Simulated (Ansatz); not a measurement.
# HOSr: the cost of one run

Program: Ansatz 0.2.0, driven from Python. Level of theory: PBE0/def2-SVP. These are calculated values, not measurements.

## Step 1: The structure

Bond lengths: Sr1–O2 2.347 Å, O2–H3 0.990 Å. Angles: Sr1–O2–H3 136.8°.

The script holds or builds the structure itself.

## Step 2: The script

opt.py reads:

```python
'''Geometry optimisation of HOSr.'''

from dataclasses import dataclass
import itertools

import ansatz as az
from ase.data import atomic_numbers, covalent_radii
import numpy as np


@dataclass(frozen=True)
class Options:
    basis: str = 'def2-SVP'
    functional: str = 'pbe0'


cfg = Options()


def main() -> None:
    system = (
        az.Crystal.molecule()
        .atom('Sr', [1.8175, -0.0818, 0.0])
        .atom('O', [-0.4958, 0.3142, 0.0])
        .atom('H', [-1.3216, -0.2324, 0.0])
    )

    calculation = (
        system.calculation()
        .basis(gaussian=cfg.basis)
        .functional(cfg.functional)
        .spin('collinear', total=1)
    )
    symbols = [site.symbol for site in system.cartesian_sites]
    start = np.array([site.position_ang for site in system.cartesian_sites], dtype=float)
    def progress(event):
        if event['event'] == 'relax_step':
            row = event['data']
            print(f'step {row["step"]:3d}  E = {row["lagrangian_ev"]:.6f} eV  largest force component {row["allowed_force_max_ev_ang"]:.4f} eV/A')


    report = calculation.relax(force_tolerance=0.005, max_steps=100).session().plan().execute(on_event=progress).report
    end = np.array(report['positions_ang'])

    print(f'E = {report["free_energy_ev"]:.6f} eV = {report["free_energy_ev"] / 27.211386246:.7f} Ha')
    print('converged:', report['converged'], ' doubts:', report['published_state_doubts'] or 'none')

    # pairs closer than 1.2 times the sum of covalent radii, before or after
    radius = [covalent_radii[atomic_numbers[s]] for s in symbols]
    span = lambda where, i, j: np.linalg.norm(where[i] - where[j])
    bonded = [(i, j) for i, j in itertools.combinations(range(len(symbols)), 2) if min(span(start, i, j), span(end, i, j)) < 1.2 * (radius[i] + radius[j])]
    print('pair        before    after (A)')
    for i, j in bonded:
        print(f'{symbols[i]}{i}-{symbols[j]}{j}'.ljust(10), f'{span(start, i, j):8.4f} {span(end, i, j):8.4f}')
    with open('hosr_opt.xyz', 'w') as handle:
        handle.write(f'{len(symbols)}\nrelaxed HOSr\n')
        handle.writelines(f'{s:2s} {x:11.6f} {y:11.6f} {z:11.6f}\n' for s, (x, y, z) in zip(symbols, end))


if __name__ == '__main__':
    main()
```

## Step 3: What the engine is handed

The package turns the script's settings into the engine's input:

```yaml
crystal:
  periodic: [false, false, false]
  atoms:
    - { symbol: Sr, position_ang: [1.8175, -0.0818, 0.0] }
    - { symbol: O, position_ang: [-0.4958, 0.3142, 0.0] }
    - { symbol: H, position_ang: [-1.3216, -0.2324, 0.0] }
basis:
  gaussian:
    orbitals: def2-SVP
hamiltonian:
  xc: pbe0
magnetization:
  spin_polarized: true
  initial_magnetization: 1.0
relax:
  f_tol: 0.005
  max_steps: 100
```

## Step 4: Launch

The run is started by

```bash
python opt.py
```

What time and memory should one allow on 1 thread of Arm Neoverse V1, shared host?

About 15 s, with a peak of 0.2 GiB.
